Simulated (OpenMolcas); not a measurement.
# CCSD(T)/6-31G(d) (spherical functions) run of BrF (bromine fluoride)

Aim: the vertical singlet–triplet gap of BrF (bromine fluoride) at CCSD(T)/6-31G* (spherical functions), from 2 runs. 

The calculation is run with OpenMolcas 26.06.

4 further runs of the same task are left out: 4 that didn't finish.

### Step 1. The system as given

The species is BrF (2 atoms), meant as a singlet with charge 0. As SMILES, `FBr`. The shape is that of a GFN2-xTB optimisation.

Bond lengths: F1–Br2 1.800 Å.

### Step 2. A single-point energy at CCSD(T)/6-31G(d) (spherical functions)

Input file job.input:

```
&GATEWAY
  BasLib
  $CurrDir
  Coord
  2
  angstrom
  F        0.000000       0.000000       0.000000
  Br       0.000000       0.000000       1.799940
  Basis
  6-31Gs
  Group
  NoSym

&SEWARD

&SCF
  PrOrbitals
  1 1

&RASSCF
  FileOrb
  $Project.ScfOrb
  Spin
  1
  Nactel
  0 0 0
  Inactive
  22
  Ras2
  0
  OutOrbitals
  Canonical
  OrbListing
  Nothing

&MOTRA
  JobIph
  Frozen
  10

&CCSDT
  CCT
  Triples
  2
  Iterations
  50
  Extrapolation
  5 4
```

The basis set 6-31G* is read from a file made from the Basis Set Exchange's data (not shown).

Launch:

```
$ export MOLCAS_MEM=1860
$ pymolcas job.input > job.log
```

What it wrote:

```text
--- Start Module: gateway ---
[...]
--- Stop Module: gateway /rc=_RC_ALL_IS_WELL_ ---
[...]
      Basis functions           46
[...]
       Convergence after  11 Iterations
[...]
::    Total SCF energy                              -2671.4564291565
[...]
      Total spin, S                                     0.0000000000
[...]
      Number of active orbitals                  0
[...]
      Spin quantum number                      0.0
[...]
      Active orbitals                            0
[...]
      Number of CSFs                             1
[...]
      Number of root(s) required                 1
[...]
      Convergence after  4 iterations
[...]
      Natural orbitals and occupation numbers for root  1
      ************************************************************************************************************************
      *                                                    Final results                                                     *
      ************************************************************************************************************************
[...]
::    RASSCF root number  1 Total energy:  -2671.45642916
[...]
      Total electronic charge=   44.000000
      Total            charge=   -0.000000
[...]
      Dipole Moment (debye):
      Origin of the operator (angstrom)=    0.0000    0.0000    1.4507
                   X=  3.7085E-15               Y= -2.8305E-15               Z=  1.9213E+00           Total=  1.9213E+00
      Quadrupole Moment (debye*angstrom):
[...]
--- Start Module: motra ---
[...]
      *** WARNING: Default frozen orbitals is overwritten by user input.
      *** Default values:  15
[...]
--- Stop Module: motra /rc=_RC_ALL_IS_WELL_ ---
--- Start Module: ccsdt ---
[...]
      Convergence after                    14  Iterations
      Total energy (diff) :   -2671.88859688      -0.00000009
[...]
 METHOD                       : CCSD+T(CCSD)+<T3(1)WT1> = CCSD(T)
[...]
       CCSD     =     -2671.8885968808340
[...]
--- Stop Module: ccsdt /rc=_RC_ALL_IS_WELL_ ---
[...]
```

Wall time 3.6 s (1 thread of INTEL XEON PLATINUM 8581C at 2.10GHz (Emerald Rapids), shared host); peak memory 0.38 GiB.

### Step 3. The triplet at the same level

Input file job.inp:

```
&GATEWAY
BasLib=$CurrDir
Coord
2
angstrom
F        0.000000       0.000000       0.000000
Br       0.000000       0.000000       1.799940
Basis=6-31Gs
Group=NoSym
&SEWARD
&SCF
UHF
Spin=3
PrOrbitals=1 1
&RASSCF
FileOrb=$Project.UnaOrb
Spin=3
Nactel=2 0 0
Inactive=21
Ras2=2
OutOrbitals=Canonical
OrbListing=Nothing
&MOTRA
JobIph
Frozen=10
&CCSDT
CCT
Triples=3
Iterations=50
Extrapolation=5 4
```

The basis set 6-31G* is read from a file made from the Basis Set Exchange's data (not shown).

Launch:

```
$ export MOLCAS_MEM=1860
$ pymolcas job.inp > job.log
```

What it wrote:

```text
--- Start Module: gateway ---
[...]
--- Stop Module: gateway /rc=_RC_ALL_IS_WELL_ ---
[...]
      Basis functions           46
[...]
       Convergence after  23 Iterations
[...]
::    Total SCF energy                              -2671.3754137331
[...]
      Total spin, S                                     1.0056055442
[...]
      Number of active orbitals                  2
[...]
      Spin quantum number                      1.0
[...]
      Active orbitals                            2
[...]
      Number of CSFs                             1
[...]
      Number of root(s) required                 1
[...]
      Convergence after 13 iterations
[...]
      printout of CI-coefficients larger than  0.05 for root  1
      energy=   -2671.365436
      conf/sym  11     Coeff  Weight
             1  uu   1.00000 1.00000
      Natural orbitals and occupation numbers for root  1
      sym 1:   1.000000   1.000000
      ************************************************************************************************************************
      *                                                    Final results                                                     *
[...]
::    RASSCF root number  1 Total energy:  -2671.36543559
[...]
      Total electronic charge=   44.000000
      Total            charge=   -0.000000
[...]
      Dipole Moment (debye):
      Origin of the operator (angstrom)=    0.0000    0.0000    1.4507
                   X=  2.1152E-09               Y=  2.7724E-09               Z=  2.2542E+00           Total=  2.2542E+00
      Quadrupole Moment (debye*angstrom):
[...]
--- Start Module: motra ---
[...]
      *** WARNING: Default frozen orbitals is overwritten by user input.
      *** Default values:  15
[...]
--- Stop Module: motra /rc=_RC_ALL_IS_WELL_ ---
--- Start Module: ccsdt ---
[...]
      Convergence after                    17  Iterations
      Total energy (diff) :   -2671.79070691       0.00000000
[...]
 METHOD                       : CCSD+T(CCSD)+<T3(1)WT1>+<T3(1)UT2> = CCSD(T)
[...]
       CCSD     =     -2671.7907069112325
[...]
--- Stop Module: ccsdt /rc=_RC_ALL_IS_WELL_ ---
[...]
```

It took 4.5 s on 1 thread of INTEL XEON PLATINUM 8581C at 2.10GHz (Emerald Rapids), shared host; peak memory 0.38 GiB.

### Step 4. Results

Level: CCSD(T)/6-31G* (spherical functions), 10 core orbitals frozen.

| quantity | value |
| --- | --- |
| singlet: total energy | -2671.89683 Eh |
| singlet: dipole moment (mean-field density) | 1.92 D |
| singlet: HOMO energy (Hartree–Fock orbitals) | -12.31 eV |
| singlet: LUMO energy (Hartree–Fock orbitals) | 0.77 eV |
| singlet: HOMO–LUMO gap (Hartree–Fock orbitals) | 13.08 eV |
| singlet: correlation energy (10 core orbitals frozen) | -440.4 mEh |
| singlet: (T) correction | -8.24 mEh |
| triplet: total energy | -2671.79835 Eh |
| triplet: (T) correction | -7.64 mEh |
| vertical energy of the triplet above the singlet | 2.680 eV |

At this shape the triplet lies 2.68 eV (259 kJ/mol) above the singlet. The triples (singlet) make up 1.9 % of the correlation energy.
